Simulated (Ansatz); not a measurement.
# Germanium, A15 under PBEsol: relaxation and energy

What does PBEsol give for germanium in the A15 structure? We relax it, then solve it on a dense k-mesh. Spin polarisation is left out. The k-meshes are 5×5×5 for the relaxation; 7×7×7 for the dense run.

Method: DFT PBEsol, plane waves (420 eV) with PAW, scalar-relativistic; PBE-made PAW files, in Ansatz 0.2.0.

## Step 1: Starting point

Symmetry: Pm-3n, No. 223, cubic system. Conventional cell: a = 5.359 Å, b = 5.359 Å, c = 5.359 Å, α = 90.00°, β = 90.00°, γ = 90.00°. Ge (site symmetry m-3) is surrounded by 12 Ge at 3.00 Å. Ge (site symmetry -4m2) is surrounded by 6 Ge at 2.68 to 3.00 Å.

Coordinates:

```
CELL_PARAMETERS angstrom
5.35904 0.00000 0.00000
0.00000 5.35904 0.00000
0.00000 0.00000 5.35904
ATOMIC_POSITIONS crystal
Ge 0.00000 0.00000 0.00000
Ge 0.50000 0.50000 0.50000
Ge 0.25000 0.00000 0.50000
Ge 0.75000 0.00000 0.50000
Ge 0.50000 0.25000 0.00000
Ge 0.50000 0.75000 0.00000
Ge 0.00000 0.50000 0.25000
Ge 0.00000 0.50000 0.75000
```

## Step 2: Geometry optimisation

The input, input.yaml:

```yaml
crystal:
  lattice:
    - [5.3590374343, 0.0, 0.0]
    - [0.0, 5.3590374343, 0.0]
    - [0.0, 0.0, 5.3590374343]
  atoms:
    - { symbol: Ge, position: [0.0, 0.0, 0.0] }
    - { symbol: Ge, position: [0.5, 0.5, 0.5] }
    - { symbol: Ge, position: [0.25, 0.0, 0.5] }
    - { symbol: Ge, position: [0.75, 0.0, 0.5] }
    - { symbol: Ge, position: [0.5, 0.25, 0.0] }
    - { symbol: Ge, position: [0.5, 0.75, 0.0] }
    - { symbol: Ge, position: [0.0, 0.5, 0.25] }
    - { symbol: Ge, position: [0.0, 0.5, 0.75] }
hamiltonian:
  xc: pbesol
  pseudopotentials:
    kind: paw
    azcp:
      Ge: "pseudopotentials/Ge.paw.azcp"
basis:
  ecutwfc: 420
  fft_grid_basis: typed
kpoints:
  mp_grid: { grid: [5, 5, 5], shift: [0, 0, 0] }
magnetization:
  spin_polarized: false
scf:
  occupations: { method: fermi_dirac, width: 0.1 }
relax:
  max_steps: 60
  f_tol: 0.01
  cell: {}
```

Run with:

```sh
> ansatz run input.yaml --threads 4 --pin off --max-ram 8192MiB --backend cpu --events-out ev --progress --plain --runs-dir out
```

Further steps of the session: Single point on a dense mesh.

**Question.** What will these runs give? Wanted: space group; conventional cell; volume; shortest distance; gap on the mesh; relative to diamond; highest ELF outside the cores.

The runs gave:

| quantity | value |
| --- | --- |
| space group (spins left aside) | Pm-3n (No. 223) |
| conventional cell | a = 5.329 Å |
| volume | 18.917 Å³/atom |
| shortest distance | 2.664 Å |
| gap on the mesh | none (levels filled in part) |
| relative to diamond | +327 meV/atom |
| highest ELF outside the cores | 0.52, 1.34 Å from the nearest atom |

In words: From the guessed start the volume shrank by 1.7 % in 4 steps. Against the reference form of germanium (diamond, computed apart with the same settings) it stands 327 meV/atom higher, so it is far from stable. No gap shows: it is a metal or semimetal at this level. The symmetry was held, so the structure may be unstable against distortions that break it.
